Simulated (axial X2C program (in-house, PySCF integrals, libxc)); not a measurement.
# TeCO⁺: bond lengths and stretches, held linear

The task here is to estimate one member of a computed series from the others.

Computed with an in-house X2C program for linear molecules on PySCF integrals. Level: all-electron X2C, two-component (2c) or spin-free, Te dyall-v3z, C dyall-v3z, O dyall-av3z.

All values are calculated.

2 further runs of the same task are left out: 2 set aside as unsound or not needed.

Set-up of the first run:

Input file task.json:

```json
{"zs": [52, 6, 8], "q": 1, "bas": ["dyall-v3z", "dyall-v3z", "dyall-av3z"], "r0": [2.06, 1.13], "symm": 0, "scan": ["PBE0", "HF", "PBE"], "levels": ["PBE0", "HF", "r2SCAN"], "nst": 2}
```

Keys: zs atomic numbers; q charge; bas basis sets; r0 starting distance in Å; symm equal bonds; scan levels of the two-bond scan; levels methods; nst determinants followed.

On the command line:

```bash
$ python solin.py task.json out
```

Masses Te 129.906, C 12.000, O 15.995 u.

Among the steps run: Scan at PBE0, 2c; Scan at PBE, 2c; Scan at PBE0, spin-free.

One of the session's tables, all rows but one given; the rest of the session is left out.

```
          level  r(Te–C) (Å)  r(C–O) (Å)  lower stretch (cm⁻¹)  upper stretch (cm⁻¹)
       PBE0, 2c        2.040       1.121                 404.9                2238.0
        PBE, 2c        2.035       1.139                 416.9                2104.7
PBE0, spin-free        2.025       1.122                 425.6                2234.2
  HF, spin-free            ?           ?                     ?                     ?
 PBE, spin-free        2.023       1.140                 434.1                2099.6
```

Q: Estimate the row for HF, spin-free from the others.

As computed: r(Te–C) (Å): 2.142; r(C–O) (Å): 1.088; lower stretch (cm⁻¹): 292.0; upper stretch (cm⁻¹): 2466.0. In the column «r(Te–C) (Å)» it is the highest.

Scans not shown above were run alike.

Caveats from the session: The molecule was held linear; bending was not examined, so a bent shape may lie lower. Note: functional without a current term on a determinant with orbital currents, of the molecule or an atom.
